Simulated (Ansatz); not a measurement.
# CH8AlNSi2: one species, many methods

The task here is to estimate one member of a computed series from the others.

Program: Ansatz 0.2.0, Gaussian basis. Level of theory: functionals in def2-TZVPP, the program's frozen cores in correlated methods. These are calculated values, not measurements.

The runs, in order: PBE-D4, r2SCAN-D4, PBE0-D4, B3LYP-D4, ωB97X-V, ωB97M-V, B2PLYP; CCSD(T)/def2-TZVPP; MP2/def2-QZVPP; extrapolation to the limit.

### Structure used throughout

An earlier PBE0-D4 in a triple-zeta def2 set relaxation fixed the geometry.

SMILES `[AlH2][SiH]1C[SiH2]N1`, 13 atoms, charge 0, spin multiplicity 1.

Atoms are counted from 1 here; the program's logs count them from 0.

Bond lengths: Al1–Si2 2.468 Å, Al1–H6 1.593 Å, Al1–H7 1.593 Å, Si2–C3 1.902 Å, Si2–N5 1.748 Å, Si2–H8 1.502 Å, C3–Si4 1.883 Å, C3–H9 1.090 Å, C3–H10 1.090 Å, Si4–N5 1.729 Å, Si4–H11 1.492 Å, Si4–H12 1.492 Å, N5–H13 1.004 Å. Angles: Si2–Al1–H6 121.3°, Si2–Al1–H7 120.8°, H6–Al1–H7 117.9°, Al1–Si2–C3 118.6°, Al1–Si2–N5 115.6°, Al1–Si2–H8 109.4°, C3–Si2–N5 88.2°, C3–Si2–H8 110.8°, N5–Si2–H8 112.9°, Si2–C3–Si4 86.2°, Si2–C3–H9 114.4°, Si2–C3–H10 115.7°, Si4–C3–H9 115.5°, Si4–C3–H10 114.8°, H9–C3–H10 109.0°, C3–Si4–N5 89.4°, C3–Si4–H11 115.2°, C3–Si4–H12 115.3° and more.

Coordinates:

```mol
CH8AlNSi2
  3D, bonds by distance, orders not assigned

 13 13  0  0  0  0  0  0  0  0999 V2000
   -1.9746    1.9031   -0.0213 Al  0  0
   -0.8122   -0.2738    0.0285 Si  0  0
    0.6705   -0.4875    1.2007 C   0  0
    1.6823   -0.8471   -0.3466 Si  0  0
    0.2704   -0.5835   -1.3088 N   0  0
   -2.4094    2.6397    1.3224 H   0  0
   -2.3053    2.6205   -1.4050 H   0  0
   -1.8171   -1.3713    0.2348 H   0  0
    0.5745   -1.3163    1.9021 H   0  0
    0.9732    0.4059    1.7470 H   0  0
    2.2535   -2.2227   -0.4273 H   0  0
    2.8005    0.1042   -0.6115 H   0  0
    0.1140   -0.6059   -2.3004 H   0  0
  1  2  8  0
  2  3  8  0
  3  4  8  0
  4  5  8  0
  1  6  8  0
  1  7  8  0
  2  8  8  0
  3  9  8  0
  3 10  8  0
  4 11  8  0
  4 12  8  0
  5 13  8  0
  2  5  8  0
M  END
```

The first run:

Contents of in.yaml:

```yaml
crystal:
  periodic: [false, false, false]
  atoms:
    - {symbol: Al, position_ang: [-1.974559, 1.903095, -0.021348]}
    - {symbol: Si, position_ang: [-0.812249, -0.273784, 0.028489]}
    - {symbol: C, position_ang: [0.670516, -0.487470, 1.200677]}
    - {symbol: Si, position_ang: [1.682320, -0.847125, -0.346595]}
    - {symbol: N, position_ang: [0.270405, -0.583534, -1.308812]}
    - {symbol: H, position_ang: [-2.409444, 2.639701, 1.322432]}
    - {symbol: H, position_ang: [-2.305301, 2.620505, -1.404958]}
    - {symbol: H, position_ang: [-1.817138, -1.371289, 0.234797]}
    - {symbol: H, position_ang: [0.574500, -1.316274, 1.902108]}
    - {symbol: H, position_ang: [0.973190, 0.405938, 1.746997]}
    - {symbol: H, position_ang: [2.253456, -2.222664, -0.427256]}
    - {symbol: H, position_ang: [2.800490, 0.104231, -0.611479]}
    - {symbol: H, position_ang: [0.114016, -0.605932, -2.300352]}
basis:
  gaussian: {orbitals: def2-TZVPP}
hamiltonian: {xc: pbe, dispersion: d4}
output: {forces: true, orbitals: {seedname: orbitals}}
```

Launch:

```console
$ ansatz run in.yaml --threads 4 --pin off --events-out ev --progress --plain --max-ram 10444MiB
```

Among the steps run: PBE-D4 (GGA); r2SCAN-D4 (meta-GGA); PBE0-D4 (hybrid); B3LYP-D4 (hybrid); ωB97X-V (range-separated); ωB97M-V (range-separated); B2PLYP (double hybrid); CCSD(T) in def2-TZVPP; MP2 in def2-QZVPP.

One table of the session follows, with a row left open; its other results are not shown here.

It belongs to the step «Atomisation energies». 

```
            method  atomisation energy (kJ/mol)
            PBE-D4                       4253.2
         r2SCAN-D4                       4243.4
           PBE0-D4                       4222.9
          B3LYP-D4                       4239.8
           ωB97X-V                       4284.4
           ωB97M-V                       4257.7
            B2PLYP                       4181.7
     HF/def2-TZVPP                       3121.3
    MP2/def2-TZVPP                       4147.4
   CCSD/def2-TZVPP                       4074.7
CCSD(T)/def2-TZVPP                       4127.3
           MP2/CBS                            ?
       CCSD(T)/CBS                       4251.0
```

Q: Estimate the row for MP2/CBS from the others.

**Answer.** atomisation energy (kJ/mol): 4271.1. In the column «atomisation energy (kJ/mol)» it lies between ωB97M-V (4257.7) and ωB97X-V (4284.4).
